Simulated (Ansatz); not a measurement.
# BrH4NSi: interaction energy of a dimer with the counterpoise correction in Python

How strongly do two molecules of BrH4NSi bind, and how much of that is basis error? A script is to give the interaction energy of a dimer with the counterpoise correction; the system is BrH4NSi.

Computed with the Python package of Ansatz 0.2.0. Level of theory: Hartree-Fock/def2-SVP.

**1. The system**

Bond lengths: N1–Si2 1.656 Å, Si2–Br3 2.203 Å, N1–H4 1.026 Å, N1–H5 1.073 Å, Si2–H6 1.481 Å, Si2–H7 1.491 Å. Angles: N1–Si2–Br3 106.0°, N1–Si2–H6 109.0°, N1–Si2–H7 107.2°, Br3–Si2–H6 110.1°, Br3–Si2–H7 110.5°, H6–Si2–H7 113.6°, Si2–N1–H4 107.0°, Si2–N1–H5 108.1°, H4–N1–H5 102.1°.

The script holds or builds the structure itself.

**2. Script**

run_dimer.py

```python
"""Binding of a BrH4NSi dimer at a trial geometry."""

import ansatz as az

FIRST = [
    ("N", (-0.9721, -0.4822, -0.231)),
    ("Si", (0.4949, -0.0565, 0.4076)),
    ("Br", (1.2045, 1.6537, -0.7867)),
    ("H", (-0.8311, -0.624, -1.2371)),
    ("H", (-1.6075, 0.3828, -0.2119)),
    ("H", (0.3052, 0.3508, 1.8189)),
    ("H", (1.4058, -1.2248, 0.24)),
]
SECOND = [
    ("N", (2.2704, -4.4316, 0.6965)),
    ("Si", (0.896, -3.8204, 1.3882)),
    ("Br", (-0.2881, -5.5638, 2.031)),
    ("H", (1.9723, -5.1013, -0.0212)),
    ("H", (2.7498, -5.0692, 1.4148)),
    ("H", (1.2725, -2.999, 2.5617)),
    ("H", (0.1714, -3.0571, 0.3322)),
]

def energy(atoms, ghosts=()):
    molecule = az.Crystal.molecule()
    for symbol, xyz in atoms:
        molecule = molecule.atom(symbol, xyz)
    calc = (
        molecule.calculation()
        .basis(gaussian="def2-SVP")
        .functional("hf")
    )
    deck = calc.input()
    if ghosts:
        deck = deck.set(az.key.basis.gaussian.ghost_atoms, [{"symbol": s, "position_ang": list(xyz)} for s, xyz in ghosts])
    return az.Session.from_dict(deck).plan().execute().report["free_energy_ev"]

# monomers in their own basis and in the basis of the dimer
both = energy(FIRST + SECOND)
alone = energy(FIRST) + energy(SECOND)
ghosted = energy(FIRST, SECOND) + energy(SECOND, FIRST)
print(f"dimer {both:.6f} eV")
print(f"interaction, uncorrected   {23.060548 * (both - alone):8.3f} kcal/mol")
print(f"interaction, counterpoise  {23.060548 * (both - ghosted):8.3f} kcal/mol")
print(f"basis-set superposition    {23.060548 * (alone - ghosted):8.3f} kcal/mol")
```

**3. The input behind the calls**

The engine receives this input (first run):

```yaml
crystal:
  periodic: [false, false, false]
  atoms:
    - { symbol: "N", position_ang: [-0.9721, -0.4822, -0.231] }
    - { symbol: Si, position_ang: [0.4949, -0.0565, 0.4076] }
    - { symbol: Br, position_ang: [1.2045, 1.6537, -0.7867] }
    - { symbol: H, position_ang: [-0.8311, -0.624, -1.2371] }
    - { symbol: H, position_ang: [-1.6075, 0.3828, -0.2119] }
    - { symbol: H, position_ang: [0.3052, 0.3508, 1.8189] }
    - { symbol: H, position_ang: [1.4058, -1.2248, 0.24] }
    - { symbol: "N", position_ang: [2.2704, -4.4316, 0.6965] }
    - { symbol: Si, position_ang: [0.896, -3.8204, 1.3882] }
    - { symbol: Br, position_ang: [-0.2881, -5.5638, 2.031] }
    - { symbol: H, position_ang: [1.9723, -5.1013, -0.0212] }
    - { symbol: H, position_ang: [2.7498, -5.0692, 1.4148] }
    - { symbol: H, position_ang: [1.2725, -2.999, 2.5617] }
    - { symbol: H, position_ang: [0.1714, -3.0571, 0.3322] }
basis:
  gaussian:
    orbitals: def2-SVP
hamiltonian:
  xc: hf
```

**4. The run**

The run is started by

```console
$ python run_dimer.py
```

**Question.** How large is the interaction at this pose, and how much of it is basis-set superposition?

**Answer**, as computed:

| quantity | value |
| --- | --- |
| interaction energy, uncorrected | 3.372 kcal/mol |
| interaction energy, counterpoise | 4.141 kcal/mol |
| runs compared | 5 |

**Reading.** The pair is unbound at this geometry and level. Uncorrected it is 3.372 kcal/mol, with the counterpoise correction 4.141 kcal/mol; the difference, 0.77 kcal/mol, is the superposition error. The pose is repulsive. What to keep in mind:
- The settings weren't tested for convergence.
- The dimer is a generated trial pose of unrelaxed monomers, not a minimum, so the figure is no binding energy, and the basis set is small.
- Hartree-Fock leaves correlation out, so bond, atomisation and ionisation energies come out well too low.
- This level lacks dispersion, so the attraction at long range is missing and the sign there can be wrong.
